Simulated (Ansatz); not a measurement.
# CsH: the cost of one run

Method: DFT r²SCAN, frozen-core PAW, scalar-relativistic unless said, in Ansatz 0.2.0.

### Step 1. The structure to begin with

Symmetry: Pm-3m, No. 221, cubic system. Conventional cell: a = 3.818 Å, b = 3.818 Å, c = 3.818 Å, α = 90.00°, β = 90.00°, γ = 90.00°. Cs (site symmetry m-3m) has 8 H at 3.31 Å as nearest neighbours. H (site symmetry m-3m) is surrounded by 8 Cs at 3.31 Å.

As a file:

```cif
data_structure
_symmetry_space_group_name_H-M 'P 1'
_symmetry_Int_Tables_number 1
_cell_length_a 3.8184
_cell_length_b 3.8184
_cell_length_c 3.8184
_cell_angle_alpha 90.000
_cell_angle_beta 90.000
_cell_angle_gamma 90.000
_cell_volume 55.67
loop_
_atom_site_label
_atom_site_type_symbol
_atom_site_fract_x
_atom_site_fract_y
_atom_site_fract_z
_atom_site_occupancy
Cs1 Cs 0.00000 0.00000 0.00000 1
H1 H 0.50000 0.50000 0.50000 1
```

Cartesian axes are those of the input's lattice vectors. The structure goes back to a database entry.

### Step 2. Cell and atoms relaxed, PAW

Input file input.yaml:

```yaml
crystal:
  lattice:
    - [3.81840854, 0.0, 0.0]
    - [0.0, 3.81840854, 0.0]
    - [0.0, 0.0, 3.81840854]
  atoms:
    - { symbol: Cs, position: [0.0, 0.0, 0.0] }
    - { symbol: H, position: [0.5, 0.5, 0.5] }
kpoints:
  mp_grid: { grid: [10, 10, 10] }
scf:
  occupations: { method: fermi_dirac, width: 0.05 }
hamiltonian:
  xc: r2scan
  pseudopotentials: { kind: paw }
relax:
  f_tol: 0.002
  max_steps: 80
  cell: {}
output:
  forces: true
  stress: true
```

Launch:

```console
> ansatz run input.yaml --threads 1 --pin off --max-ram 3072MiB --backend cpu --events-out ev --progress --plain --runs-dir out
```

Q: Estimate wall time and peak memory on 1 thread of Intel Xeon 6975P-C (Granite Rapids), shared host.

About 3.9 s, with a peak of 0.5 GiB.
